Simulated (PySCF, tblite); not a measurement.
**CH8BClOSi2, a small molecule taken as a stand-in for a surface group (Si site with back bonds C, Cl, [BH][SiH3]): NMR shifts, core binding energies and electronic excitations**

Wanted: the NMR shifts, core binding energies and electronic excitations for `C[Si](O)(Cl)B[SiH3]`.

Programs: tblite 0.8.0 and PySCF 2.14.0. All values are calculated, for the isolated system unless a continuum is named. Atoms count from 0, parts from 1.

## (1) Starting point

14 atoms, charge 0, multiplicity 1; geometry: distance geometry start.

## (2) Relaxing the cluster with GFN2-xTB

Job settings and geometry (Å):

```
{"job": {"kind": "relax", "xc": "GFN2-xTB", "basis": "xTB"}, "charge": 0, "multiplicity": 1}
Si    -0.754296    -0.530651    -0.184191
C     -2.166337     0.717133    -0.031760
Cl    -0.702235    -1.398557    -2.096046
B      0.845610     0.470475     0.223522
Si     2.584845     0.001640    -0.501405
O     -0.944507    -1.815499     0.921380
H     -3.092149     0.292954    -0.455752
H     -1.910468     1.647706    -0.552058
H     -2.237166     0.956552     1.042594
H      0.781596     1.523934     0.775687
H      2.576579    -1.313868    -1.195122
H      2.928898     1.052004    -1.513675
H      3.569047    -0.008563     0.587537
H     -1.541519    -1.588255     1.688872
```

Method: GFN2-xTB geometry optimisation, gas phase.

Run with:

```console
$ OMP_NUM_THREADS=1 python cluster_run.py task.json out
```

The driver reads the jobs from task.json and runs them one after another.

**Question.** The jobs that follow are: PBE0-D3(BJ)/def2-SVP geometry optimisation, gas phase; GIAO PBE0/pcSseg-1 NMR shielding, non-relativistic, gas phase; delta-SCF UKS SCAN, pcX-2 on the ionised atom, pcseg-1 elsewhere, spin-free X2C; TDDFT CAM-B3LYP/def2-SVPD, vertical, gas phase, core orbitals frozen in the response. Predict: point group; rotational constants (main isotopes); ¹³C shifts against TMS (PBE0/pcSseg-1); ¹H shifts against TMS (PBE0/pcSseg-1); ²⁹Si shifts against TMS (PBE0/pcSseg-1); ³⁵Cl shifts against HCl (PBE0/pcSseg-1); ¹¹B shifts against BF3·OEt2 (PBE0/pcSseg-1); ¹⁷O shifts against H2O (PBE0/pcSseg-1); Si2p binding energies, SCAN/pcX-2 (standing for 1 of 2 atoms); C1s binding energies, SCAN/pcX-2; Cl2p binding energies, SCAN/pcX-2; B1s binding energies, SCAN/pcX-2; O1s binding energies, SCAN/pcX-2; lowest singlet (CAM-B3LYP/def2-SVPD); brightest single state of those computed; lowest triplet; vertical ionisation energy (ΔSCF); vertical electron affinity (ΔSCF).

**Answer**, as computed:

| quantity | value |
| --- | --- |
| point group | C1 |
| rotational constants (main isotopes) | 2.48, 1.18, 1.00 GHz |
| ¹³C shifts against TMS (PBE0/pcSseg-1) | 3.3 ppm |
| ¹H shifts against TMS (PBE0/pcSseg-1) | 6.59, 3.89, 3.80, 3.64, 2.33, 0.85, 0.80, 0.53 ppm |
| ²⁹Si shifts against TMS (PBE0/pcSseg-1) | 36.1, -97.7 ppm |
| ³⁵Cl shifts against HCl (PBE0/pcSseg-1) | -34 ppm |
| ¹¹B shifts against BF3·OEt2 (PBE0/pcSseg-1) | 44.0 ppm |
| ¹⁷O shifts against H2O (PBE0/pcSseg-1) | 69.6 ppm |
| Si2p binding energies, SCAN/pcX-2 (standing for 1 of 2 atoms) | Si0 107.91 eV |
| C1s binding energies, SCAN/pcX-2 | C1 290.79 eV |
| Cl2p binding energies, SCAN/pcX-2 | Cl2 206.09 eV |
| B1s binding energies, SCAN/pcX-2 | B3 195.28 eV |
| O1s binding energies, SCAN/pcX-2 | O5 538.96 eV |
| lowest singlet (CAM-B3LYP/def2-SVPD) | 4.70 eV (264 nm), f = 0.005 |
| brightest single state of those computed | state 6, 7.29 eV, f = 0.092 |
| lowest triplet | 3.96 eV |
| vertical ionisation energy (ΔSCF) | 9.70 eV |
| vertical electron affinity (ΔSCF) | 0.00 eV (unbound: the value hangs on the basis) |

What this shows: The start of the PBE0/def2-SVP relaxation was shaken at random by about 0.01 Å, so part of the energy gained, and of the first lengths quoted, undoes that. Over 20 steps the energy fell by 0.334 eV; of the close pairs, Si0–C1 changed most, 1.943 to 1.861 Å (PBE0/def2-SVP). No frequency check was run at this level, so the end point may be a saddle. Hydrogens of an XH3 group are listed apart at this fixed geometry; free rotation makes them one line at their mean. At PBE0/pcSseg-1: Shielding is most anisotropic at Cl2 (span 347 ppm, paramagnetic term -173 ppm). The first singlet state (HOMO→LUMO 0.93) lies at 4.70 eV and is weak; of the 6 states computed, the strongest absorption comes from state 6 at 7.29 eV (the last computed, so partners may be missing). The lowest triplet lies 0.74 eV below the lowest singlet (triplets in Tamm-Dancoff, singlets in full TDDFT). ΔSCF puts the ionisation energy at 9.70 eV, 0.63 eV above −ε(HOMO). A capped cluster stands for the solid here, so long-range fields and strain are missing, and bands or shifts of the capping hydrogens have no counterpart in it.
